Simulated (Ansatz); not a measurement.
Turn this script for Ansatz's Python interface into the input file that the command-line program reads.

`energy.py`
```python
# -*- coding: utf-8 -*-
from dataclasses import dataclass
import logging
import sys

import ansatz as az
import numpy as np

logging.basicConfig(stream=sys.stdout, format="%(levelname)s:%(name)s:%(message)s")
log = logging.getLogger("calc")
log.setLevel(logging.INFO)


@dataclass(frozen=True)
class RunConfig:
    basis: str = "def2-SVPD"
    xc: str = "b3lyp"
    dispersion: str = "d4"


opts = RunConfig()


def main():
    system = (
        az.Crystal.molecule()
        .atom("O", (0.2284, 1.194, -0.54))
        .atom("B", (-0.1932, -0.0741, -0.0247))
        .atom("O", (0.7747, -0.891, 0.6432))
        .atom("Br", (-1.9881, -0.7306, -0.2368))
        .atom("H", (0.4816, 1.0521, -1.4962))
        .atom("H", (0.7386, -0.6144, 1.6083))
    )

    calculation = (
        system.calculation()
        .basis(gaussian=opts.basis)
        .functional(opts.xc, dispersion=opts.dispersion)
        .scf(lower_state_search="off")
        .forces()
    )
    r = calculation.session().plan(threads=1).execute().report

    log.info(f"E = {r['free_energy_ev']:.6f} eV = {r['free_energy_ev'] / 27.211386246:.7f} Ha")
    print("converged:", r["converged"], " doubts:", r["published_state_doubts"] or "none")

    symbols = [site.symbol for site in system.cartesian_sites]
    forces = np.array(r["forces_ev_ang"])
    print("largest force", round(float(np.linalg.norm(forces, axis=1).max()), 4), "eV/A, rms", round(float(np.sqrt((forces ** 2).mean())), 4))

    charges = r["charge_distribution"]
    print("dipole moment", round(4.803205 * float(np.linalg.norm(charges["dipole_moment_e_ang"])), 3), "D")
    print("Mulliken:", [(s, round(q, 3)) for s, q in zip(symbols, charges["mulliken_charges_e"])])


if __name__ == "__main__":
    main()
```

`python energy.py` gives:
```text
INFO:calc:E = -74841.618268 eV = -2750.3787419 Ha
converged: True  doubts: none
largest force 2.822 eV/A, rms 1.2203
dipole moment 0.406 D
Mulliken: [('O', -0.443), ('B', 0.702), ('O', -0.444), ('Br', -0.213), ('H', 0.197), ('H', 0.2)]
```

`input.yaml`:
```yaml
crystal:
  periodic: [false, false, false]
  atoms:
    - { symbol: O, position_ang: [0.2284, 1.194, -0.54] }
    - { symbol: B, position_ang: [-0.1932, -0.0741, -0.0247] }
    - { symbol: O, position_ang: [0.7747, -0.891, 0.6432] }
    - { symbol: Br, position_ang: [-1.9881, -0.7306, -0.2368] }
    - { symbol: H, position_ang: [0.4816, 1.0521, -1.4962] }
    - { symbol: H, position_ang: [0.7386, -0.6144, 1.6083] }
basis:
  gaussian: { orbitals: def2-SVPD }
hamiltonian:
  xc: b3lyp
  dispersion: d4
scf:
  lower_state_search: "off"
output:
  forces: true
```

On the command line:
```console
$ ansatz run input.yaml --threads 1 --pin off --max-ram 4096MiB --backend cpu --events-out ev --progress --plain --runs-dir out
Engine: ansatz 0.2.0, aarch64-unknown-linux-gnu
Functional definition: B3LYP
  parameter a0 = 0.2
  parameter ax = 0.72
  parameter ac = 0.81
  exchange = (1 - a0 - ax)*slater_x + ax*b88_x + a0*exact_x
  correlation = (1 - ac)*vwn_rpa_c + ac*lyp_c
these checks for a lower state are left out or cut short: stability, starts, cluster_reference, orbital_swaps, neighbouring_geometries, increment
1192 factors; integrals over basis functions are off by at most 1.3e-3 eV
mean field evaluation 1: about -74833.3739 eV, gradient 6.8e1 eV
mean field evaluation 2: about -74811.9229 eV, gradient 1.2e2 eV
mean field evaluation 4: about -74841.3602 eV, gradient 3.4e0 eV
mean field evaluation 8: about -74841.4417 eV, gradient 1.1e-1 eV
mean field evaluation 16: about -74841.4417 eV, gradient 8.0e-6 eV
mean field -74841.44171065 eV, -2750.3722535152 hartree, gradient 8.4e-6 eV, S^2 0.000000; 0 other end points of the search recorded, 0 dependent functions left out
the calculation of the forces begins
reference -74841.44196254 eV, -2750.3722627720 hartree; 29, 29 occupied and 94, 94 virtual orbitals, 1192 factors
Total energy: -74841.61826848 eV, -2750.3787418956 hartree
Atom 0 at     0.228400     1.194000    -0.540000 Å, force    -0.518080    -2.405779    -0.950818 eV/Å
Atom 1 at    -0.193200    -0.074100    -0.024700 Å, force     2.501281     0.663510     0.114696 eV/Å
Atom 2 at     0.774700    -0.891000     0.643200 Å, force    -1.896894     1.828896     1.010335 eV/Å
Atom 3 at    -1.988100    -0.730600    -0.236800 Å, force    -0.138810     0.061040    -0.062505 eV/Å
Atom 4 at     0.481600     1.052100    -1.496200 Å, force    -0.362941     0.615715     1.335329 eV/Å
Atom 5 at     0.738600    -0.614400     1.608300 Å, force     0.415444    -0.763382    -1.447037 eV/Å
Dipole moment:     0.068444     0.049516     0.003576 e Å
Checks for a lower state left out: stability, starts, cluster_reference, orbital_swaps, neighbouring_geometries, increment
```

The settings weren't tested for convergence. The geometry is a force-field or estimated start, not a minimum of this method, and the basis set is short of its limit. b3lyp holds the VWN-RPA fit, as in Gaussian; the form of ORCA and Turbomole is b3lyp5. Mulliken charges are unreliable in a basis with diffuse functions. Run time: 4 s on 1 thread of Arm Neoverse V2 (shared host), peak memory 0.31 GiB.

(A comment or docstring line of the script was reworded after the run, the code is as it ran; lines on the test bed's own set-up are left out of the output.)
